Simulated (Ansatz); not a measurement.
# Ti2SnS: the cost of one run

Method: DFT PBE, scalar-relativistic, plane waves, PAW, unless a step names another level, in Ansatz 0.2.0.

## 1. Starting point

The structure is hexagonal, space group P6_3/mmc (No. 194). Conventional cell: a = 3.515 Å, b = 3.515 Å, c = 13.355 Å, α = 90.00°, β = 90.00°, γ = 120.00°. Ti (site symmetry 3m) has 3 S at 2.38 Å in its first shell of neighbours. Sn (site symmetry -6m2) has 6 Ti at 2.91 Å in its first shell of neighbours. S (site symmetry -3m) is surrounded by 6 Ti at 2.38 Å.

Coordinates:

```
Ti Sn S
1.0
     3.51487    0.00000    0.00000
    -1.75743    3.04396    0.00000
     0.00000    0.00000   13.35480
Ti Sn S
4 2 2
Direct
  0.66667 0.33333 0.90642
  0.33333 0.66667 0.09358
  0.33333 0.66667 0.40642
  0.66667 0.33333 0.59358
  0.66667 0.33333 0.25000
  0.33333 0.66667 0.75000
  0.00000 0.00000 0.00000
  0.00000 0.00000 0.50000
```

It is the end of an earlier relaxation with the same method, from a generated guess; it is a trial structure. At a tolerance of 0.05 Å it has space group P6_3/mmc (No. 194); it has 17.86 Å³/atom, an uncorrected energy of -0.88 eV/atom over the elements.

## 2. Static run: bands, density of states and charges

File input.yaml:

```yaml
crystal:
  lattice:
    - [3.514865011, 0.0, 0.0]
    - [-1.7574325055, 3.0439623904, 0.0]
    - [0.0, 0.0, 13.3548033]
  atoms:
    - { symbol: Ti, position: [0.6666666667, 0.3333333333, 0.906422] }
    - { symbol: Ti, position: [0.3333333333, 0.6666666667, 0.093578] }
    - { symbol: Ti, position: [0.3333333333, 0.6666666667, 0.406422] }
    - { symbol: Ti, position: [0.6666666667, 0.3333333333, 0.593578] }
    - { symbol: Sn, position: [0.6666666667, 0.3333333333, 0.25] }
    - { symbol: Sn, position: [0.3333333333, 0.6666666667, 0.75] }
    - { symbol: S, position: [0.0, 0.0, 0.0] }
    - { symbol: S, position: [0.0, 0.0, 0.5] }
basis:
  ecutwfc: 420
kpoints:
  mp_grid: { grid: [12, 12, 4] }
  band_path:
    path:
      - [[0.0, 0.0, 0.0], [0.5, 0.0, 0.0], [0.33333333, 0.33333333, 0.0], [0.0, 0.0, 0.0], [0.0, 0.0, 0.5], [0.5, 0.0, 0.5], [0.33333333, 0.33333333, 0.5], [0.0, 0.0, 0.5]]
      - [[0.5, 0.0, 0.5], [0.5, 0.0, 0.0]]
      - [[0.33333333, 0.33333333, 0.5], [0.33333333, 0.33333333, 0.0]]
    npoints: 14
hamiltonian:
  xc: pbe
scf:
  occupations: { method: gaussian, width: 0.1 }
  n_extra_bands: 20
output:
  forces: true
  stress: true
  eigenvalues: true
  populations: true
  dos: { projected: true, de: 0.02, nscf_kmesh: { grid: [15, 15, 5] } }
  bader: true
  write_density: true
  write_potential: true
  elf: true
  volumetric_format: npy
```

Command:

```
> ansatz run input.yaml --threads 4 --pin off --max-ram 8192MiB --backend cpu --events-out ev --progress --plain --runs-dir out
```

**Question.** How long does this run take on 4 threads of Intel Xeon Platinum 8375C at 2.90GHz (Ice Lake), shared host, and how much memory does it need?

About 38 s, with a peak of 1.1 GiB.
